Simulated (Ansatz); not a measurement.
# SiH3O (SMILES [O][SiH3]): U-r2SCAN0/STO-3G

Aim: the electronic atomisation energy of SiH3O at U-r2SCAN0/STO-3G, from 4 runs. 

The calculation is run with Ansatz 0.2.0.

65 further runs of the same task are left out: 16 that didn't finish, 49 set aside as unsound or not needed.

## Step 1: The molecule

SiH3O: 5 atoms, total charge 0, spin state doublet. SMILES: `[O][SiH3]`. Geometry: relaxed at GFN2-xTB.

Bond lengths: O1–Si2 1.530 Å, Si2–H3 1.490 Å, Si2–H4 1.494 Å, Si2–H5 1.496 Å. Angles: O1–Si2–H3 115.3°, O1–Si2–H4 114.5°, O1–Si2–H5 114.3°, H3–Si2–H4 104.6°, H3–Si2–H5 104.2°, H4–Si2–H5 102.6°.

## Step 2: A single-point energy at U-r2SCAN0/STO-3G

run.yaml

```yaml
crystal:
  periodic: [false, false, false]
  atoms:
    - {symbol: O, position_ang: [-1.416610, 0.267850, 0.690210]}
    - {symbol: Si, position_ang: [-0.065850, 0.007840, 0.019870]}
    - {symbol: H, position_ang: [-0.120650, -0.242400, -1.447490]}
    - {symbol: H, position_ang: [0.685890, -1.159260, 0.572930]}
    - {symbol: H, position_ang: [0.917210, 1.125960, 0.164480]}
basis:
  gaussian:
    orbitals: STO-3G
hamiltonian:
  xc: {name: r2SCAN0}
accuracy: high
magnetization:
  spin_polarized: true
  initial_magnetization: 1
```

On the command line:

```
$ ansatz run run.yaml --threads 1 --pin off --max-ram 2610MiB --events-out events.jsonl --progress --plain --runs-dir runs
```

Standard output:

```text
Warning: RAYON_NUM_THREADS=1 ignored (pool sized by the plan → 1); use --threads N
Functional definition: r2SCAN0
  name "r2SCAN0"
  parameter a = 0.25
  parameter k0 = 0.174
  parameter k1 = 0.065
  parameter a1 = 4.9479
  exchange = (1 - a)*r2scan_x(k0 = k0, k1 = k1, a1 = a1) + a*exact_x
  correlation = r2scan_c
290 factors; integrals over basis functions are off by at most 2.8e-8 eV
mean field evaluation 1: about -9847.3341 eV, gradient 1.6e1 eV
mean field evaluation 2: about -9847.7105 eV, gradient 1.7e1 eV
mean field evaluation 4: about -9849.6162 eV, gradient 7.0e-1 eV
mean field evaluation 8: about -9849.5945 eV, gradient 1.4e-2 eV
mean field evaluation 16: about -9849.5945 eV, gradient 9.5e-5 eV
mean field evaluation 32: about -9849.5685 eV, gradient 1.1e0 eV
mean field -9849.59454406 eV, -361.9659231994 hartree, gradient 7.5e-9 eV, S^2 0.754352; 2 other end points of the search recorded, 0 dependent functions left out
reference -9849.59454462 eV, -361.9659232200 hartree; 13, 12 occupied and 4, 5 virtual orbitals, 290 factors
Total energy: -9849.59454462 eV, -361.9659232200 hartree
```

It took 14 s on 1 thread of Arm Neoverse V1, shared host; peak memory 0.21 GiB.

## Step 3: The H atom

in.yaml

```yaml
crystal:
  periodic: [false, false, false]
  atoms:
    - {symbol: H, position_ang: [0.000000, 0.000000, 0.000000]}
basis:
  gaussian: {orbitals: STO-3G}
magnetization: {spin_polarized: true, initial_magnetization: 1}
hamiltonian: {xc: {name: r2SCAN0}}
accuracy: high
```

Run the same way, it converges to -0.46649 Eh (log not shown).

## Step 4: The O atom at the same level

input.yaml

```yaml
crystal:
  periodic: [false, false, false]
  atoms:
    - {symbol: O, position_ang: [0.000000, 0.000000, 0.000000]}
basis:
  gaussian: {orbitals: STO-3G}
magnetization: {spin_polarized: true, initial_magnetization: 2}
hamiltonian: {xc: {name: r2SCAN0}}
accuracy: high
```

On the command line:

```
$ ansatz run input.yaml --threads 1 --pin off --max-ram 2610MiB --events-out events.jsonl --progress --plain --runs-dir runs
```

Standard output:

```text
Warning: RAYON_NUM_THREADS=1 ignored (pool sized by the plan → 1); use --threads N
Functional definition: r2SCAN0
  name "r2SCAN0"
  parameter a = 0.25
  parameter k0 = 0.174
  parameter k1 = 0.065
  parameter a1 = 4.9479
  exchange = (1 - a)*r2scan_x(k0 = k0, k1 = k1, a1 = a1) + a*exact_x
  correlation = r2scan_c
15 factors; integrals over basis functions are off by at most 1.1e-9 eV
mean field evaluation 1: about -2014.2704 eV, gradient 1.6e-10 eV
mean field evaluation 2: about -2014.2680 eV, gradient 1.5e-10 eV
mean field -2014.26800831 eV, -74.0229839857 hartree, gradient 0.0e0 eV, S^2 2.000000; 0 other end points of the search recorded, 0 dependent functions left out
reference -2014.26800839 eV, -74.0229839884 hartree; 5, 3 occupied and 0, 2 virtual orbitals, 15 factors
Total energy: -2014.26800839 eV, -74.0229839884 hartree
```

It took 0.58 s on 1 thread of Arm Neoverse V1, shared host; peak memory 0.095 GiB.

## Step 5: The Si atom, same level

run.yaml

```yaml
basis:
  gaussian:
    orbitals: STO-3G
crystal:
  periodic: [false, false, false]
  atoms:
    - {symbol: Si, position_ang: [0.000000, 0.000000, 0.000000]}
total_charge: 0
magnetization:
  spin_polarized: true
  initial_magnetization: 2
hamiltonian:
  xc: {name: r2SCAN0}
accuracy: high
```

Run the same way, it converges to -285.92557 Eh (log not shown).

## Step 6: Outcome

Level: U-r2SCAN0/STO-3G.

| quantity | value |
| --- | --- |
| molecule: total energy | -361.96592 Eh |
| molecule: ⟨S²⟩ | 0.754 |
| H atom: total energy | -0.46649 Eh |
| H atom: ⟨S²⟩ | 0.750 |
| O atom: total energy | -74.02298 Eh |
| O atom: ⟨S²⟩ | 2.000 |
| Si atom: total energy | -285.92557 Eh |
| Si atom: ⟨S²⟩ | 2.000 |
| electronic atomisation energy | 16.814 eV |

In words: Taking the molecule apart into free atoms costs 16.81 eV (1622 kJ/mol), before zero-point energy and without spin-orbit coupling. In a minimal basis such a difference can be off by several eV, whatever the method.
